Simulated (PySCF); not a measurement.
The system is FBSH2, in a box.

```
F B S H
1.0
    12.00000    0.00000    0.00000
     0.00000   11.00000    0.00000
     0.00000    0.00000   12.00000
F B S H
1 1 1 2
Direct
  0.39940 0.41511 0.41521
  0.45825 0.46664 0.49547
  0.57369 0.56097 0.45603
  0.43332 0.44920 0.59045
  0.60277 0.58871 0.56095
```

Program: PySCF 2.14.0. Alike in all runs: task atomic charges; potentials or basis cc-pvdz (all-electron); no spin polarisation; cell as given; k mesh 1 × 1 × 1; smearing fixed.

Task: Order these runs on this cell by their band gap on the k mesh, lowest first.
A. level M06; exxdiv ewald; three-centre integrals read from an earlier run's file
B. level PBE
C. level SCAN0; exxdiv ewald; three-centre integrals read from an earlier run's file

Result: B (5.56 eV), A (7.84 eV), C (8.19 eV).

Caveats: this is a molecule in a periodic box at the Γ point, so its band gap is the HOMO-LUMO gap; the basis of atomic orbitals isn't converged, which shifts pressures, moduli and gaps.

